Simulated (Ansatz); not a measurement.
Task: a charge-density difference against the sublattices of SbPb₃, space group P-6m2, with Ansatz's Python interface. Give the script and its output. Use (first run): LDA, PAW, cutoff 460 eV, 8×8×2 k-points, cold smearing of 0.3 eV.

```xyz
4
Lattice="3.4610 0.0000 0.0000 -1.7305 2.9973 0.0000 0.0000 0.0000 11.7543" Properties=species:S:1:pos:R:3 pbc="T T T"
Sb    0.0000    0.0000    5.8771
Pb    0.0000    0.0000    0.0000
Pb    1.7305    0.9991    8.7681
Pb    1.7305    0.9991    2.9862
```

`run_drho.py`
```python
import ansatz as az
import numpy as np

vectors0 = np.array([
    [3.46095, 0.0, 0.0],
    [-1.73048, 2.99727, 0.0],
    [0.0, 0.0, 11.75428],
])
sites = [
    ("Sb", (0.0, 0.0, 0.5)),
    ("Pb", (0.0, 0.0, 0.0)),
    ("Pb", (2 / 3, 1 / 3, 0.74595)),
    ("Pb", (2 / 3, 1 / 3, 0.25405)),
]


def on_lattice(cell):
    crystal = az.Crystal(lattice=az.Lattice.of(cell))
    for symbol, position in sites:
        crystal = crystal.atom(symbol, position)
    return crystal

def solve(crystal):
    return (
        crystal.calculation()
        .occupations("cold", width=300 * az.meV)
        .functional("LDA")
        .scf(max_iterations=80, extra_bands=6, lower_state_search="light", algorithm="direct_min")
        .mixing("msr1", preconditioner="kerker")
        .basis(460, grid_basis="typed")
        .kpoints(8, 8, 2)
        .density()
        .run(threads=1)
    )


whole = solve(on_lattice(vectors0))
difference = whole.density().channels[0].density_e_per_ang3.copy()
binding = whole.report["free_energy_ev"]
for element in ["Sb", "Pb"]:
    part = az.Crystal(lattice=az.Lattice.of(vectors0))
    for symbol, position in sites:
        if symbol == element:
            part = part.atom(symbol, position)
    alone = solve(part)
    difference -= alone.density().channels[0].density_e_per_ang3
    binding -= alone.report["free_energy_ev"]
    print(f"{element} sublattice: {alone.report['n_electrons']:g} electrons, {alone.report['n_iterations']} iterations")

voxel = abs(np.linalg.det(vectors0)) / difference.size
print(f"energy of the crystal less its unpolarised sublattices: {binding / len(sites):.4f} eV/atom")
print(f"net charge of the difference {difference.sum() * voxel:.5f} e, charge rearranged {0.5 * np.abs(difference).sum() * voxel:.3f} e")
print(f"extremes {difference.min():.4f} and {difference.max():.4f} e/A^3")
for (symbol, position) in sites:
    index = tuple(int(round(p * n)) % n for p, n in zip(position, difference.shape))
    print(f"  change of the pseudo-density at the grid point nearest {symbol}: {difference[index]:+.4f} e/A^3")
profile = difference.mean(axis=(0, 1))
print("planar mean along the third vector:", np.round(profile[:: max(len(profile) // 12, 1)], 4))
```

```console
$ python run_drho.py
Sb sublattice: 15 electrons, 14 iterations
Pb sublattice: 42 electrons, 13 iterations
energy of the crystal less its unpolarised sublattices: -0.3617 eV/atom
net charge of the difference 0.00000 e, charge rearranged 0.199 e
extremes -0.0147 and 0.0174 e/A^3
  change of the pseudo-density at the grid point nearest Sb: +0.0057 e/A^3
  change of the pseudo-density at the grid point nearest Pb: +0.0153 e/A^3
  change of the pseudo-density at the grid point nearest Pb: -0.0126 e/A^3
  change of the pseudo-density at the grid point nearest Pb: -0.0126 e/A^3
planar mean along the third vector: [ 0.0017  0.0004 -0.0011 -0.001  -0.0059  0.0072 -0.0015 -0.0006  0.0064
 -0.0057  0.0001 -0.0015  0.0005]
```

Reading the output:
- These settings explore the input space; cutoff and mesh may be short of convergence.
- The mesh is modest for a metal, so energies can be off by several to tens of meV an atom and pressures by half a GPa or more; differences at equal mesh fare better.
- Spin-orbit coupling, which matters for elements this heavy, is left out.
- Grid values close to the nuclei reflect the PAW or pseudopotential construction, not the all-electron fields.
- The structure comes from a database of computed cells and needn't be a stable or known phase.
- Charge moved counts every rearrangement, bonding and polarisation too, and is no transfer between atoms; the bare sublattices are artificial references. Values near the nuclei depend on the potentials.
- Run time: 72 s on 1 thread of Arm Neoverse V1 (shared host), peak memory 0.52 GiB.
